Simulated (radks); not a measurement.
# Yb⁴⁺ in [Xe] 4f12: an all-electron calculation

Aim: the levels, the sizes of the orbitals and the parts of the energy of the ytterbium ion Yb4+.

Program: radks (a radial shooting solver on a logarithmic mesh, Libxc functionals) version 1. Level of theory: Dirac Kohn-Sham, BLYP, spin-unpolarised, spherical densities, finite nucleus; open shells fill j = l - 1/2 first. These are calculated values, not measurements, unless marked.

## Step 1: The system

| Item | Value |
| --- | --- |
| element | ytterbium (Z = 70) |
| charge | +4 |
| electrons | 66 |
| configuration | [Xe] 4f12 |
| nuclear rms radius | 5.3108 fm |

## Step 2: The calculation

Input:

```text
Z 70
configuration [Xe] 4f12
relativity Dirac
functional b88,lyp
spin unpolarised
j_filling energy
nucleus finite rms 5.3108 fm
c 137.035999084
```

Q: Predict the outcome of this run.

**Answer**, as computed:

| quantity | value |
| --- | --- |
| total energy | -14071.8683 hartree |
| exchange-correlation share of it | 2.09 % |
| −T/E | 1.1107 |
| highest occupied level | 4f7/2, -56.145 eV |
| most extended occupied level | 5p3/2, <r> = 1.37 bohr |
| radius at density 0.001 e/bohr³ | 2.94 bohr |
| maxima of the radial density | 4 |
| ionisation energy, NIST | 65.6 (semi-emp.) eV |

**Reading.** The radial density shows 4 maxima for 5 occupied principal shells; where shells overlap, one shows as a shoulder or not at all. Relativity lifts −T/E to 1.111. Minus the highest eigenvalue, 56.145 eV, is 86 % of the tabulated ionisation energy (65.6 eV); the potential of a semilocal functional falls off too fast, so its top eigenvalue is too shallow. Spin polarisation and multiplet splitting are left out.
